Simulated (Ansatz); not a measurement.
# TaB (quintet): energies up the ladder

Wanted for TaB (quintet): energies up the ladder. Spin multiplicity 5.

Program: Ansatz 0.2.0. Level of theory: the levels named in each step. These are calculated values, not measurements.

## (1) The structure to begin with

Bond lengths: B1–Ta2 2.095 Å.

Coordinates:

```xyz
2

B     0.0000    0.0000    0.0000
Ta    0.0000    0.0000    2.0953
```

## (2) A rough first relaxation, PBE-D4/def2-SVP

Contents of input.yaml:

```yaml
crystal:
  periodic: [false, false, false]
  atoms:
    - { symbol: B, position_ang: [0.0, 0.0, 0.0] }
    - { symbol: Ta, position_ang: [0.0, 0.0, 2.09527] }
magnetization:
  spin_polarized: true
  initial_magnetization: 4
basis:
  gaussian: { orbitals: def2-SVP }
hamiltonian:
  xc: pbe
  dispersion: d4
relax:
  f_tol: 0.03
  max_steps: 200
```

On the command line:

```console
$ ansatz run input.yaml --threads 2 --pin off --max-ram 5120MiB --backend cpu --events-out ev --progress --plain --runs-dir out
```

Log, cut to the lines that bear on the results:

```text
Warning: RAYON_NUM_THREADS=2 ignored (pool sized by the plan → 2); use --threads N
[...]
Functional definition: PBE
[...]
458 factors; their error is unknown
[...]
mean field -2219.27705058 eV, -81.5569273289 hartree, gradient 5.5e-6 eV, S^2 6.164027; 15 other end points of the search recorded, 0 dependent functions left out
[...]
reference -2219.27708087 eV, -81.5569284421 hartree; 11, 7 occupied and 35, 39 virtual orbitals, 458 factors
relax step   1: F+E_penalty+E_count = -2219.32424938 eV  Δ(F+E_penalty+E_count) = +0.000e0 eV  max|allowed force component| = 5.536e-1 eV/Å  Δτ_max = 0.0000 Å  (576 SCF iters, accepted)
[...]
relax step   3: F+E_penalty+E_count = -2219.35053676 eV  Δ(F+E_penalty+E_count) = -8.357e-3 eV  max|allowed force component| = 1.046e-1 eV/Å  Δτ_max = 0.0287 Å  (158 SCF iters, accepted)
[...]
relax step   4: F+E_penalty+E_count = -2219.35083758 eV  Δ(F+E_penalty+E_count) = -3.008e-4 eV  max|allowed force component| = 2.912e-2 eV/Å  Δτ_max = 0.0061 Å  (124 SCF iters, accepted)
458 factors; their error is unknown
[...]
mean field -2219.30360469 eV, -81.5579031744 hartree, gradient 5.3e-6 eV, S^2 6.045458; 18 other end points of the search recorded, 0 dependent functions left out
[...]
reference -2219.30363734 eV, -81.5579043742 hartree; 11, 7 occupied and 35, 39 virtual orbitals, 458 factors
Total energy: -2219.35087023 eV, -81.5596401510 hartree
Atom 0 at     0.000000     0.000000     0.042600 Å, force     0.000000     0.000000     0.029119 eV/Å
Atom 1 at    -0.000000    -0.000000     2.052670 Å, force    -0.000000    -0.000000    -0.029119 eV/Å
Dipole moment:     0.006135    -0.008311     0.693120 e Å
```

Wall time 43 s (2 threads of Arm Neoverse N1, shared host); peak memory 0.12 GiB.

Step by step:

```
step  E - E(step 1) (eV)  largest force component (eV/Å)
   1              0.0000                          0.5536
   2             -0.0179                          0.3378
   3             -0.0263                          0.1046
   4             -0.0266                          0.0291
```

Step 1 is the start.

Before: Bond lengths: B1–Ta2 2.095 Å.

After: Bond lengths: B1–Ta2 2.010 Å.

## (3) Relaxation, PBE0-D4/def2-TZVPP

Contents of input.yaml:

```yaml
crystal:
  periodic: [false, false, false]
  atoms:
    - { symbol: B, position_ang: [3.0e-08, 2.0e-08, 0.04259989] }
    - { symbol: Ta, position_ang: [-3.0e-08, -2.0e-08, 2.05267011] }
magnetization:
  spin_polarized: true
  initial_magnetization: 4
basis:
  gaussian: { orbitals: def2-TZVPP }
hamiltonian:
  xc: pbe0
  dispersion: d4
relax:
  f_tol: 0.002
  max_steps: 150
```

On the command line:

```console
$ ansatz run input.yaml --threads 2 --pin off --max-ram 5120MiB --backend cpu --events-out ev --progress --plain --runs-dir out
```

Log, cut to the lines that bear on the results:

```text
Warning: RAYON_NUM_THREADS=2 ignored (pool sized by the plan → 2); use --threads N
[...]
Functional definition: PBE0
[...]
577 factors; their error is unknown
[...]
mean field -2219.12542401 eV, -81.5513551552 hartree, gradient 1.3e-7 eV, S^2 6.069340; 5 other end points of the search recorded, 0 dependent functions left out
[...]
reference -2219.12544987 eV, -81.5513561054 hartree; 11, 7 occupied and 76, 80 virtual orbitals, 577 factors
relax step   1: F+E_penalty+E_count = -2219.16506120 eV  Δ(F+E_penalty+E_count) = +0.000e0 eV  max|allowed force component| = 6.482e-1 eV/Å  Δτ_max = 0.0000 Å  (274 SCF iters, accepted)
[...]
relax step   2: F+E_penalty+E_count = -2219.17625359 eV  Δ(F+E_penalty+E_count) = -1.119e-2 eV  max|allowed force component| = 1.274e-2 eV/Å  Δτ_max = 0.0165 Å  (122 SCF iters, accepted)
[...]
relax step   3: F+E_penalty+E_count = -2219.17625749 eV  Δ(F+E_penalty+E_count) = -3.900e-6 eV  max|allowed force component| = 1.947e-4 eV/Å  Δτ_max = 0.0003 Å  (74 SCF iters, accepted)
577 factors; their error is unknown
[...]
mean field -2219.13658789 eV, -81.5517654203 hartree, gradient 7.0e-6 eV, S^2 6.054097; 6 other end points of the search recorded, 0 dependent functions left out
[...]
reference -2219.13661369 eV, -81.5517663685 hartree; 11, 7 occupied and 76, 80 virtual orbitals, 577 factors
Total energy: -2219.17628330 eV, -81.5532241994 hartree
Atom 0 at     0.000000     0.000000     0.059424 Å, force    -0.000000    -0.000000    -0.000195 eV/Å
Atom 1 at    -0.000000    -0.000000     2.035846 Å, force     0.000000     0.000000     0.000195 eV/Å
Dipole moment:    -0.000000    -0.000000     0.776591 e Å
```

It took 39 s on 2 threads of Arm Neoverse N1, shared host; peak memory 0.2 GiB.

Step by step:

| step | energy from step 1 (eV) | largest force component (eV/Å) |
| --- | --- | --- |
| 1 | 0.0000 | 0.6482 |
| 2 | -0.0112 | 0.0127 |
| 3 | -0.0112 | 0.0002 |

Step 1 is the start.

Before: Bond lengths: B1–Ta2 2.010 Å.

After: Bond lengths: B1–Ta2 1.976 Å.

## (4) Frequencies, PBE0-D4/def2-TZVPP

Contents of input.yaml:

```yaml
crystal:
  periodic: [false, false, false]
  atoms:
    - { symbol: B, position_ang: [3.0e-08, 2.0e-08, 0.05942421] }
    - { symbol: Ta, position_ang: [-3.0e-08, -2.0e-08, 2.03584579] }
magnetization:
  spin_polarized: true
  initial_magnetization: 4
basis:
  gaussian: { orbitals: def2-TZVPP }
hamiltonian:
  xc: pbe0
  dispersion: d4
phonons: {}
```

On the command line:

```console
$ ansatz run input.yaml --threads 2 --pin off --max-ram 5120MiB --backend cpu --events-out ev --progress --plain --runs-dir out
```

Log, cut to the lines that bear on the results:

```text
Warning: RAYON_NUM_THREADS=2 ignored (pool sized by the plan → 2); use --threads N
[...]
[... 1 set-up line as earlier in the session ...]
[...]
577 factors; their error is unknown
[...]
mean field -2219.13658789 eV, -81.5517654202 hartree, gradient 5.0e-6 eV, S^2 6.054096; 5 other end points of the search recorded, 0 dependent functions left out
[...]
reference -2219.13661369 eV, -81.5517663684 hartree; 11, 7 occupied and 76, 80 virtual orbitals, 577 factors
[...]
577 factors; their error is unknown
[...]
mean field -2219.13658789 eV, -81.5517654203 hartree, gradient 1.1e-6 eV, S^2 6.054097; 0 other end points of the search recorded, 0 dependent functions left out
[...]
reference -2219.13661370 eV, -81.5517663685 hartree; 11, 7 occupied and 76, 80 virtual orbitals, 577 factors
[...]
577 factors; their error is unknown
[...]
reference -2219.13661370 eV, -81.5517663685 hartree; 11, 7 occupied and 76, 80 virtual orbitals, 577 factors
[...]
577 factors; their error is unknown
mean field -2219.13652623 eV, -81.5517631543 hartree, gradient 2.9e-6 eV, S^2 6.055080; 0 other end points of the search recorded, 0 dependent functions left out
[...]
reference -2219.13655204 eV, -81.5517641027 hartree; 11, 7 occupied and 76, 80 virtual orbitals, 577 factors
[...]
577 factors; their error is unknown
mean field -2219.13651919 eV, -81.5517628954 hartree, gradient 1.5e-6 eV, S^2 6.053134; 0 other end points of the search recorded, 0 dependent functions left out
[...]
reference -2219.13654499 eV, -81.5517638435 hartree; 11, 7 occupied and 76, 80 virtual orbitals, 577 factors
Total energy: -2219.17628329 eV, -81.5532241993 hartree
Atom 0 at     0.000000     0.000000     0.059424 Å, force    -0.000000    -0.000000    -0.000193 eV/Å
Atom 1 at    -0.000000    -0.000000     2.035846 Å, force     0.000000     0.000000     0.000193 eV/Å
Dipole moment:    -0.000000    -0.000000     0.776591 e Å
Vibrations: 745.68 cm⁻¹, zero-point energy 0.046226 eV
```

It took 35 s on 2 threads of Arm Neoverse N1, shared host; peak memory 0.19 GiB.

Harmonic frequencies (cm⁻¹; negative: imaginary): 746.

## (5) Single point, PBE-D4/def2-TZVPP

input.yaml: that of step 4 with these lines changed.

```diff
@@ -11,4 +11,3 @@
 hamiltonian:
-  xc: pbe0
+  xc: pbe
   dispersion: d4
-phonons: {}
```

On the command line:

```console
$ ansatz run input.yaml --threads 2 --pin off --max-ram 5120MiB --backend cpu --events-out ev --progress --plain --runs-dir out
```

Log, cut to the lines that bear on the results:

```text
Warning: RAYON_NUM_THREADS=2 ignored (pool sized by the plan → 2); use --threads N
[...]
[... 1 set-up line as earlier in the session ...]
[...]
506 factors; their error is unknown
[...]
mean field -2220.26510180 eV, -81.5932375413 hartree, gradient 8.3e-6 eV, S^2 6.025427; 17 other end points of the search recorded, 0 dependent functions left out
reference -2220.26513628 eV, -81.5932388085 hartree; 11, 7 occupied and 76, 80 virtual orbitals, 506 factors
Total energy: -2220.31241441 eV, -81.5949762478 hartree
```

It took 33 s on 2 threads of Arm Neoverse N1, shared host; peak memory 0.18 GiB.

## (6) Single point, r2SCAN-D4/def2-TZVPP

input.yaml: that of step 5 with these lines changed.

```diff
@@ -11,3 +11,3 @@
 hamiltonian:
-  xc: pbe
+  xc: r2scan
   dispersion: d4
```

On the command line:

```console
$ ansatz run input.yaml --threads 2 --pin off --max-ram 5120MiB --backend cpu --events-out ev --progress --plain --runs-dir out
```

Log, cut to the lines that bear on the results:

```text
Warning: RAYON_NUM_THREADS=2 ignored (pool sized by the plan → 2); use --threads N
[...]
Functional definition: r2SCAN
[...]
506 factors; their error is unknown
[...]
mean field -2220.92194938 eV, -81.6173762448 hartree, gradient 2.4e-6 eV, S^2 6.070416; 20 other end points of the search recorded, 0 dependent functions left out
reference -2220.92196549 eV, -81.6173768369 hartree; 11, 7 occupied and 76, 80 virtual orbitals, 506 factors
Total energy: -2220.93002816 eV, -81.6176731343 hartree
```

Wall time 1.7 min (2 threads of Arm Neoverse N1, shared host); peak memory 0.24 GiB.

## (7) Single point, B3LYP-D4/def2-TZVPP

input.yaml: that of step 6 with these lines changed.

```diff
@@ -11,3 +11,3 @@
 hamiltonian:
-  xc: r2scan
+  xc: { name: B3LYP }
   dispersion: d4
```

On the command line:

```console
$ ansatz run input.yaml --threads 2 --pin off --max-ram 5120MiB --backend cpu --events-out ev --progress --plain --runs-dir out
```

Log, cut to the lines that bear on the results:

```text
Warning: RAYON_NUM_THREADS=2 ignored (pool sized by the plan → 2); use --threads N
[...]
Functional definition: B3LYP
[...]
543 factors; their error is unknown
[...]
mean field -2220.97566336 eV, -81.6193501971 hartree, gradient 3.9e-6 eV, S^2 6.026334; 10 other end points of the search recorded, 0 dependent functions left out
reference -2220.97583944 eV, -81.6193566678 hartree; 11, 7 occupied and 76, 80 virtual orbitals, 543 factors
Total energy: -2221.05554450 eV, -81.6222857750 hartree
```

Run time: 25 s. Hardware: 2 threads of Arm Neoverse N1, shared host; peak memory 0.18 GiB.

## (8) Single point, wB97M-V/def2-TZVPP

input.yaml: that of step 7 with these lines changed.

```diff
@@ -11,3 +11,2 @@
 hamiltonian:
-  xc: { name: B3LYP }
-  dispersion: d4
+  xc: { name: wB97M-V }
```

On the command line:

```console
$ ansatz run input.yaml --threads 2 --pin off --max-ram 5120MiB --backend cpu --events-out ev --progress --plain --runs-dir out
```

Log, cut to the lines that bear on the results:

```text
Warning: RAYON_NUM_THREADS=2 ignored (pool sized by the plan → 2); use --threads N
[...]
Functional definition: wB97M-V
[...]
  gx(w, u) = 1 - cx + cx01*u + cx10*w
  gss(w, u) = css00 + css04*u^4 + css10*w + css20*w^2 + css43*w^4*u^3
  gos(w, u) = cos00 + cos10*w + (cos20 + cos21*u)*w^2 + (cos60 + cos61*u)*w^6
[...]
      + integral(e_c_pw_mod_opposite_spin*gos(b97_w_opposite, b97_u_opposite)) + vv10(b, c)
515 factors; their error is unknown
126 factors; integrals over basis functions are off by at most 6.9e-5 eV
[...]
mean field -2217.48974304 eV, -81.4912449880 hartree, gradient 1.4e-6 eV, S^2 6.066170; 5 other end points of the search recorded, 0 dependent functions left out
reference -2217.48977644 eV, -81.4912462157 hartree; 11, 7 occupied and 76, 80 virtual orbitals, 515 factors
Total energy: -2217.48977644 eV, -81.4912462157 hartree
```

Wall time 83 s (2 threads of Arm Neoverse N1, shared host); peak memory 0.33 GiB.

## (9) Single point, B2PLYP/def2-TZVPP

input.yaml: that of step 8 with these lines changed.

```diff
@@ -11,2 +11,2 @@
 hamiltonian:
-  xc: { name: wB97M-V }
+  xc: { name: B2PLYP }
```

On the command line:

```console
$ ansatz run input.yaml --threads 2 --pin off --max-ram 5120MiB --backend cpu --events-out ev --progress --plain --runs-dir out
```

Log, cut to the lines that bear on the results:

```text
Warning: RAYON_NUM_THREADS=2 ignored (pool sized by the plan → 2); use --threads N
[...]
Functional definition: B2PLYP
[...]
553 factors; integrals over basis functions are off by at most 8.7e-4 eV
[...]
mean field -2212.79308358 eV, -81.3186459367 hartree, gradient 3.3e-6 eV, S^2 6.141842; 9 other end points of the search recorded, 0 dependent functions left out
1 core orbitals not correlated: weight in the atoms' cores, before any rotation towards them, 1.000 or more for the frozen orbitals, at most 0.000 for the correlated occupied ones
reference -2212.79319403 eV, -81.3186499957 hartree; 10, 6 occupied and 76, 80 virtual orbitals, 553 factors
second order -13.51028777 eV of doubles, -0.00000000 eV of singles
Total energy: -2216.44097173 eV, -81.4527033535 hartree
```

Wall time 28 s (2 threads of Arm Neoverse N1, shared host); peak memory 0.17 GiB.

## (10) Single point, LDA/def2-TZVPP

input.yaml: that of step 9 with these lines changed.

```diff
@@ -11,2 +11,2 @@
 hamiltonian:
-  xc: { name: B2PLYP }
+  xc: lda
```

On the command line:

```console
$ ansatz run input.yaml --threads 2 --pin off --max-ram 5120MiB --backend cpu --events-out ev --progress --plain --runs-dir out
```

Log, cut to the lines that bear on the results:

```text
Warning: RAYON_NUM_THREADS=2 ignored (pool sized by the plan → 2); use --threads N
[...]
Functional definition: SPW92
[...]
506 factors; their error is unknown
[...]
mean field -2209.30923949 eV, -81.1906170276 hartree, gradient 2.8e-6 eV, S^2 6.009614; 16 other end points of the search recorded, 0 dependent functions left out
reference -2209.30926812 eV, -81.1906180798 hartree; 11, 7 occupied and 76, 80 virtual orbitals, 506 factors
Total energy: -2209.30926812 eV, -81.1906180798 hartree
```

Run time: 14 s. Hardware: 2 threads of Arm Neoverse N1, shared host; peak memory 0.18 GiB.

## (11) Single point, PBE0-D4/def2-SVP

input.yaml: that of step 10 with these lines changed.

```diff
@@ -9,4 +9,5 @@
 basis:
-  gaussian: { orbitals: def2-TZVPP }
+  gaussian: { orbitals: def2-SVP }
 hamiltonian:
-  xc: lda
+  xc: pbe0
+  dispersion: d4
```

On the command line:

```console
$ ansatz run input.yaml --threads 2 --pin off --max-ram 5120MiB --backend cpu --events-out ev --progress --plain --runs-dir out
```

Log:

```text
Warning: RAYON_NUM_THREADS=2 ignored (pool sized by the plan → 2); use --threads N
Engine: ansatz 0.2.0, aarch64-unknown-linux-gnu
[... 1 set-up line as earlier in the session ...]
  parameter a = 0.25
  parameter kappa = 0.804
  parameter beta = 0.06672455060314922
  exchange = (1 - a)*pbe_x(kappa = kappa, mu = beta*pi^2/3) + a*exact_x
  correlation = pbe_c(beta = beta)
484 factors; their error is unknown
mean field evaluation 1: about -2215.0614 eV, gradient 2.1e1 eV
mean field evaluation 2: about -2202.8730 eV, gradient 4.6e1 eV
mean field evaluation 4: about -2217.8867 eV, gradient 3.4e0 eV
mean field evaluation 8: about -2217.9846 eV, gradient 6.6e-2 eV
mean field evaluation 16: about -2218.1000 eV, gradient 3.8e-4 eV
mean field evaluation 32: about -2218.1313 eV, gradient 2.6e-5 eV
mean field -2218.13126141 eV, -81.5148203534 hartree, gradient 4.8e-6 eV, S^2 6.039562; 5 other end points of the search recorded, 0 dependent functions left out
reference -2218.13128576 eV, -81.5148212484 hartree; 11, 7 occupied and 35, 39 virtual orbitals, 484 factors
Total energy: -2218.17095536 eV, -81.5162790793 hartree
```

Run time: 6 s. Hardware: 2 threads of Arm Neoverse N1, shared host; peak memory 0.12 GiB.

## (12) Single point, PBE-D4/def2-SVP

input.yaml: that of step 11 with these lines changed.

```diff
@@ -11,3 +11,3 @@
 hamiltonian:
-  xc: pbe0
+  xc: pbe
   dispersion: d4
```

On the command line:

```console
$ ansatz run input.yaml --threads 2 --pin off --max-ram 5120MiB --backend cpu --events-out ev --progress --plain --runs-dir out
```

Log, cut to the lines that bear on the results:

```text
Warning: RAYON_NUM_THREADS=2 ignored (pool sized by the plan → 2); use --threads N
[...]
[... 1 set-up line as earlier in the session ...]
[...]
458 factors; their error is unknown
[...]
mean field -2219.29608140 eV, -81.5576266986 hartree, gradient 4.2e-6 eV, S^2 6.018035; 19 other end points of the search recorded, 0 dependent functions left out
reference -2219.29611435 eV, -81.5576279094 hartree; 11, 7 occupied and 35, 39 virtual orbitals, 458 factors
Total energy: -2219.34339248 eV, -81.5593653488 hartree
```

Wall time 19 s (2 threads of Arm Neoverse N1, shared host); peak memory 0.11 GiB.

## (13) Geometries side by side

```tsv
level	B1–Ta2 (Å)	rotational constants (MHz)	dipole (D)	highest frequency (cm⁻¹)	CPU time
PBE0-D4/def2-TZVPP	1.9764	12467	3.73	746	76 s
```

Constants are for the commonest isotopes at the equilibrium geometry; times are CPU times of the relaxations.

## (14) Total energies

```tsv
level	energy (eV)	CPU time
PBE-D4/def2-TZVPP	-2220.3124	63 s
r2SCAN-D4/def2-TZVPP	-2220.9300	3.3 min
B3LYP-D4/def2-TZVPP	-2221.0555	49 s
wB97M-V/def2-TZVPP	-2217.4898	2.7 min
B2PLYP/def2-TZVPP	-2216.4410	55 s
LDA/def2-TZVPP	-2209.3093	26 s
PBE0-D4/def2-SVP	-2218.1710	12 s
PBE-D4/def2-SVP	-2219.3434	36 s
```

## (15) Outcome

```
                         quantity         value
     B1–Ta2 at PBE0-D4/def2-TZVPP       1.976 Å
frequencies at PBE0-D4/def2-TZVPP      746 cm⁻¹
        energy at PBE-D4/def2-SVP  -2219.343 eV
```

**Reading.** No mode is imaginary, so the geometry is a minimum. These totals serve in differences with atoms or fragments at the same level; alone they don't rank the methods. <S²> exceeds the pure value by up to 0.14: some mean fields break spin symmetry, which blurs their results. Heavy atoms carry effective core potentials in def2 sets, and spin-orbit coupling is left out.
